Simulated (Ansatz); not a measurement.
**C₂H₉AlSi₂: one species, many methods**

How much do the methods differ for C₂H₉AlSi₂? The plan is to run it at one geometry with functionals of several rungs and with coupled cluster. The yardstick is the atomisation energy at the CCSD(T) limit.

Program: Ansatz 0.2.0, Gaussian basis. Level of theory: functionals in def2-TZVPP, the program's frozen cores in correlated methods. These are calculated values, not measurements.

Levels to be run: PBE-D4, r2SCAN-D4, PBE0-D4, B3LYP-D4, ωB97X-V, ωB97M-V, B2PLYP; CCSD(T)/def2-TZVPP; MP2/def2-QZVPP; extrapolation to the limit.

### Step 1. Structure used throughout

The geometry comes from an earlier relaxation with PBE0-D4 in a triple-zeta def2 set; it is a stationary point, not always the lowest conformer.

14 atoms, charge 0, spin multiplicity 1.

Atoms are counted from 1 here; the program's logs count them from 0.

Bond lengths: Si1–Si2 2.327 Å, Si1–H6 1.488 Å, Si1–H7 1.489 Å, Si1–H8 1.487 Å, Si2–C3 1.884 Å, Si2–Al5 2.426 Å, Si2–H10 1.486 Å, C3–C4 1.357 Å, C3–Al5 2.343 Å, C3–H11 1.092 Å, C4–H12 1.086 Å, C4–H13 1.085 Å, Al5–H9 1.585 Å, Al5–H14 1.583 Å. Angles: Si2–Si1–H6 108.0°, Si2–Si1–H7 112.5°, Si2–Si1–H8 110.5°, H6–Si1–H7 108.6°, H6–Si1–H8 108.7°, H7–Si1–H8 108.6°, Si1–Si2–C3 111.2°, Si1–Si2–Al5 117.3°, Si1–Si2–H10 115.0°, C3–Si2–Al5 64.4°, C3–Si2–H10 108.0°, Al5–Si2–H10 125.8°, Si2–C3–C4 126.6°, Si2–C3–Al5 69.1°, Si2–C3–H11 115.2°, C4–C3–Al5 81.5°, C4–C3–H11 115.8°, Al5–C3–H11 107.5° and more.

### Step 2. PBE-D4 (GGA)

File in.yaml:

```yaml
crystal:
  periodic: [false, false, false]
  atoms:
    - {symbol: Si, position_ang: [-2.024722, -0.307765, -1.283284]}
    - {symbol: Si, position_ang: [-0.558486, -1.055417, 0.362161]}
    - {symbol: C, position_ang: [0.264622, 0.388128, 1.250157]}
    - {symbol: C, position_ang: [0.882411, 1.447992, 0.669823]}
    - {symbol: Al, position_ang: [1.815845, -0.785893, -0.054897]}
    - {symbol: H, position_ang: [-1.348944, 0.780920, -2.040050]}
    - {symbol: H, position_ang: [-3.293487, 0.225087, -0.715511]}
    - {symbol: H, position_ang: [-2.353842, -1.409094, -2.226444]}
    - {symbol: H, position_ang: [2.125572, -0.130692, -1.464414]}
    - {symbol: H, position_ang: [-1.165645, -1.940474, 1.389704]}
    - {symbol: H, position_ang: [0.514727, 0.208183, 2.297545]}
    - {symbol: H, position_ang: [0.687178, 1.734435, -0.359144]}
    - {symbol: H, position_ang: [1.527213, 2.110602, 1.238505]}
    - {symbol: H, position_ang: [2.914559, -1.295213, 0.964651]}
basis:
  gaussian: {orbitals: def2-TZVPP}
hamiltonian: {xc: pbe, dispersion: d4}
output: {forces: true, orbitals: {seedname: orbitals}}
```

Run with:

```bash
> ansatz run in.yaml --threads 4 --pin off --events-out ev --progress --plain --max-ram 10444MiB
```

The runs that follow: r2SCAN-D4 (meta-GGA); PBE0-D4 (hybrid); B3LYP-D4 (hybrid); ωB97X-V (range-separated); ωB97M-V (range-separated); B2PLYP (double hybrid); CCSD(T) in def2-TZVPP; MP2 in def2-QZVPP.

Q: Predict the results of all the runs planned. Wanted: atomisation energy, CCSD(T)/CBS; farthest; mean size of error, hybrid; mean size of error, range-separated; gap, smallest and largest; T1 diagnostic; triples share of the correlation energy.

The runs gave:

```
                               quantity                                          value
        atomisation energy, CCSD(T)/CBS                                  4552.2 kJ/mol
 functionals within 22.8 kJ/mol (0.5 %)  PBE-D4, r2SCAN-D4, PBE0-D4, B3LYP-D4, ωB97M-V
                               farthest                          B2PLYP (-71.8 kJ/mol)
             mean size of error, hybrid                                     8.3 kJ/mol
    mean size of error, range-separated                                    12.1 kJ/mol
              gap, smallest and largest            3.45 eV (PBE-D4), 9.34 eV (ωB97X-V)
                          T1 diagnostic                                         0.0144
triples share of the correlation energy                                          4.2 %
```

In words: PBE-D4 misses by +21.2 kJ/mol. Double hybrids carry the basis error of their MP2 part in triple zeta, and no dispersion term here, so their miss is partly the set-up's. The reference freezes the cores and leaves out relativity and excitations past (T), so misses under about 22.8 kJ/mol can't be ranked. Hartree-Fock recovers 75 % of the binding; the rest is correlation. Orbital gaps span 3.4 to 9.3 eV; exact exchange widens them.
